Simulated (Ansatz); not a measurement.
# F3GaH2O: basis-set convergence

An exercise on one series of results from a longer session: the logs are not shown, and one member is left open.

Method: one geometry, several basis sets; program: Ansatz 0.2.0, Gaussian basis.

Levels to be run: PBE0-D4/def2-SVP; ωB97M-V/def2-SVP; PBE0-D4/def2-QZVPP; ωB97M-V/def2-QZVPP; the functionals' def2-TZVPP values are taken from earlier runs.

## The geometry

All runs share one geometry, relaxed beforehand with PBE0-D4 in a triple-zeta def2 set.

SMILES `[OH2+][Ga-]([F])([F])[F]`, 7 atoms, charge 0, spin multiplicity 1.

Atoms are counted from 1 here; the program's logs count them from 0.

Bond lengths: O1–Ga2 2.043 Å, O1–H6 0.966 Å, O1–H7 0.966 Å, Ga2–F3 1.753 Å, Ga2–F4 1.738 Å, Ga2–F5 1.753 Å. Angles: Ga2–O1–H6 108.7°, Ga2–O1–H7 108.6°, H6–O1–H7 107.8°, O1–Ga2–F3 93.7°, O1–Ga2–F4 106.5°, O1–Ga2–F5 93.7°, F3–Ga2–F4 118.2°, F3–Ga2–F5 118.0°, F4–Ga2–F5 118.2°.

The first run:

Contents of in.yaml:

```yaml
crystal:
  periodic: [false, false, false]
  atoms:
    - {symbol: O, position_ang: [-0.917142, 0.631427, 0.382072]}
    - {symbol: Ga, position_ang: [0.496060, -0.591956, -0.441710]}
    - {symbol: F, position_ang: [0.952924, -1.289512, 1.100068]}
    - {symbol: F, position_ang: [-0.333994, -1.602763, -1.586139]}
    - {symbol: F, position_ang: [1.453454, 0.741424, -1.056461]}
    - {symbol: H, position_ang: [-0.925591, 0.494024, 1.338273]}
    - {symbol: H, position_ang: [-0.664410, 1.549355, 0.218297]}
basis:
  gaussian: {orbitals: def2-SVP}
hamiltonian: {xc: pbe0, dispersion: d4}
output: {orbitals: {seedname: orbitals}}
```

Steps of the session up to this table: PBE0-D4 in def2-SVP; ωB97M-V in def2-SVP; PBE0-D4 in def2-QZVPP; ωB97M-V in def2-QZVPP.

One of the session's tables, all rows but one given; the rest of the session is left out.

It belongs to the step «Functionals by basis». 

| functional | basis | HOMO (eV) |
| --- | --- | --- |
| PBE0-D4 | def2-SVP | -10.42 |
| PBE0-D4 | def2-TZVPP | -10.75 |
| PBE0-D4 | def2-QZVPP | -10.83 |
| ωB97M-V | def2-SVP | ? |
| ωB97M-V | def2-TZVPP | -13.31 |
| ωB97M-V | def2-QZVPP | -13.40 |

Estimate the missing values for ωB97M-V, def2-SVP.

**Answer.** HOMO (eV): -12.92. In the column «HOMO (eV)» it lies between ωB97M-V, def2-TZVPP (-13.31) and PBE0-D4, def2-QZVPP (-10.83).
